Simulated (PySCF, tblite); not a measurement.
**C4H6F4O: geometry, infrared bands and NMR shifts**

What infrared bands and NMR shifts should C4H6F4O (`C[C@@H](F)[C@H](F)OC(F)F`) show?

Programs: tblite 0.8.0 and PySCF 2.14.0, with density-fitted response routines of our own. Each step states its level of theory. These are calculated values for one molecule in the gas phase, unless marked as measured. Atoms are numbered from 0 throughout.

## Step 1: Starting geometry

15 atoms, charge 0, multiplicity 1; geometry from: force field or distance geometry start.

Bonds of the start (Å): C0–C1 1.50, C1–F2 1.39, C1–C3 1.51, C3–F4 1.40, C3–O5 1.38, O5–C6 1.38, C6–F7 1.41, C6–F8 1.38, C0–H9 1.13, C0–H10 1.11, C0–H11 1.10, C1–H12 1.13, C3–H13 1.12, C6–H14 1.11.

## Step 2: Relaxing the molecule with GFN2-xTB

What the job is given:

```
{"job": {"kind": "relax", "xc": "GFN2-xTB", "basis": "xTB"}, "charge": 0, "multiplicity": 1}
C     -1.450700     0.801600    -0.471300
C     -1.260100    -0.557800     0.136200
F     -2.005200    -1.521700    -0.530200
C      0.187800    -0.973300     0.052900
F      0.399700    -2.235900     0.629300
O      1.002800    -0.086500     0.717700
C      1.954200     0.522900    -0.079800
F      3.202800     0.177800     0.468500
F      1.797800     1.891300    -0.026700
H     -2.303100     0.754900    -1.215500
H     -1.726600     1.557500     0.293700
H     -0.559600     1.048600    -1.058900
H     -1.645900    -0.557700     1.201900
H      0.523500    -0.988900    -1.018800
H      1.878000     0.175200    -1.132200
```

Command:

```console
> OMP_NUM_THREADS=1 python probes_run.py task.json out
```

One launch serves the whole session: the jobs run in the order shown.

**Question.** This job is followed by: GFN2-xTB harmonic vibrations, gas phase; GIAO PBE0/pcSseg-1 NMR shielding, non-relativistic, gas phase. What will the session give for the following? strongest single infrared mode (GFN2-xTB); zero-point energy (GFN2-xTB); ¹³C shifts against TMS (PBE0/pcSseg-1); ¹H shifts against TMS (PBE0/pcSseg-1, means over atoms taken as alike); ¹⁹F shifts against CFCl3 (PBE0/pcSseg-1); ¹⁷O shifts against H2O (PBE0/pcSseg-1); surface potential, 1st and 99th percentile.

As calculated:

| quantity | value |
| --- | --- |
| strongest single infrared mode (GFN2-xTB) | 1122 cm⁻¹, 377 km/mol |
| zero-point energy (GFN2-xTB) | 64.0 kcal/mol |
| ¹³C shifts against TMS (PBE0/pcSseg-1) | 122.3, 113.7, 94.4, 18.4 ppm |
| ¹H shifts against TMS (PBE0/pcSseg-1, means over atoms taken as alike) | 6.84, 5.84, 4.99, 1.47 ppm |
| ¹⁹F shifts against CFCl3 (PBE0/pcSseg-1) | -107.0, -112.4, -167.1, -220.9 ppm |
| ¹⁷O shifts against H2O (PBE0/pcSseg-1) | 158.1 ppm |
| surface potential, 1st and 99th percentile | -0.83 V and 1.37 V |

What this shows: Relaxing lowered the energy by 0.702 eV in 159 steps; the close pair that moved most is C6–F7, from 1.407 to 1.332 Å. All 39 modes are real, so the xTB geometry is a minimum. The strongest single mode, at 1122 cm⁻¹, is spread over several atoms, C6, O5, C1 among them. Unscaled tight-binding wavenumbers are off by several per cent, some by more. Its intensities can rank the bands wrongly. The most deshielded hydrogen is H14 (hydrogen on an sp3 CH bonded to 2 F and O), at 6.84 ppm: its carbon carries F and O, which withdraws density.
